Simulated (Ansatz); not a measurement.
# BClGaHS: vertical ionisation energy

One table from this session's results is given with a row withheld; the runs are named, their logs left out.

Method: unrestricted cation, the program's frozen cores in correlated methods; program: Ansatz 0.2.0, Gaussian basis.

Levels to be run: UKS PBE-D4/def2-TZVPP; UKS r2SCAN-D4/def2-TZVPP; UKS PBE0-D4/def2-TZVPP; UKS B3LYP-D4/def2-TZVPP; UKS wB97X-V/def2-TZVPP; UKS wB97M-V/def2-TZVPP; UKS B2PLYP/def2-TZVPP; UHF-CCSD(T)/def2-TZVPP; UHF-MP2/def2-QZVPP; extrapolation to the limit; then −ε(HOMO) from the neutral's earlier runs with LDA (SPW92), PBE-D4, revPBE-D4, BLYP-D4, r2SCAN-D4, B97M-V, PBE0-D4, B3LYP-D4, r2SCANh-D4, r2SCAN0-D4, HSE06-D4, BHLYP-D4, CAM-B3LYP-D4, LC-ωPBE, ωB97X-V, ωB97M-V.

### The geometry

An earlier PBE0-D4 in a triple-zeta def2 set relaxation fixed the geometry.

5 atoms, charge 0, spin multiplicity 1.

Atoms are counted from 1 here; the program's logs count them from 0.

Bond lengths: Cl1–B2 1.750 Å, B2–S3 1.757 Å, B2–H5 1.219 Å, S3–Ga4 2.363 Å. Angles: Cl1–B2–S3 125.4°, Cl1–B2–H5 113.9°, S3–B2–H5 120.7°, B2–S3–Ga4 79.5°.

Set-up of the first run:

The input, in.yaml:

```yaml
crystal:
  periodic: [false, false, false]
  atoms:
    - {symbol: Cl, position_ang: [0.241988, -1.121843, 1.919057]}
    - {symbol: B, position_ang: [0.058222, -0.248530, 0.413980]}
    - {symbol: S, position_ang: [0.335991, -0.912244, -1.189405]}
    - {symbol: Ga, position_ang: [-0.293029, 1.298443, -1.740076]}
    - {symbol: H, position_ang: [-0.293172, 0.910471, 0.555043]}
basis:
  gaussian: {orbitals: def2-TZVPP}
total_charge: 1
magnetization: {spin_polarized: true, initial_magnetization: 1}
hamiltonian: {xc: pbe, dispersion: d4}
```

Steps of the session up to this table: Cation, UKS PBE-D4/def2-TZVPP; Cation, UKS r2SCAN-D4/def2-TZVPP; Cation, UKS PBE0-D4/def2-TZVPP; Cation, UKS B3LYP-D4/def2-TZVPP; Cation, UKS wB97X-V/def2-TZVPP; Cation, UKS wB97M-V/def2-TZVPP; Cation, UKS B2PLYP (frozen core)/def2-TZVPP; Cation, UHF-CCSD(T)/def2-TZVPP; Cation, UHF-MP2/def2-QZVPP.

One table of the session follows, with a row left open; its other results are not shown here.

It belongs to the step «Ionisation energies side by side». For comparison, −ε(HOMO) of the neutral from earlier runs:

| functional | −ε(HOMO) (eV) |
| --- | --- |
| LDA (SPW92) | 6.22 |
| PBE-D4 | 6.04 |
| revPBE-D4 | 5.98 |
| BLYP-D4 | 5.89 |
| r2SCAN-D4 | 6.30 |
| B97M-V | 6.20 |
| PBE0-D4 | 7.01 |
| B3LYP-D4 | 6.83 |
| r2SCANh-D4 | ? |
| r2SCAN0-D4 | 7.19 |
| HSE06-D4 | 6.62 |
| BHLYP-D4 | 7.84 |
| CAM-B3LYP-D4 | 8.20 |
| LC-ωPBE | 9.42 |
| ωB97X-V | 9.11 |
| ωB97M-V | 9.00 |

Q: Estimate the row for r2SCANh-D4 from the others.

Worked estimate for «−ε(HOMO) (eV)». Against the share of exact exchange, r2SCAN-D4 (0, 6.30), r2SCAN0-D4 (0.25, 7.19) give a slope of 3.56 per unit share; at 0.1 the line stands at 6.66.

The run gave: −ε(HOMO) (eV): 6.66. In «−ε(HOMO) (eV)» the line misses by 0.00.

Caveats from the session: The cation may have settled in a state other than its lowest; no search over hole states beyond the program's own was made.
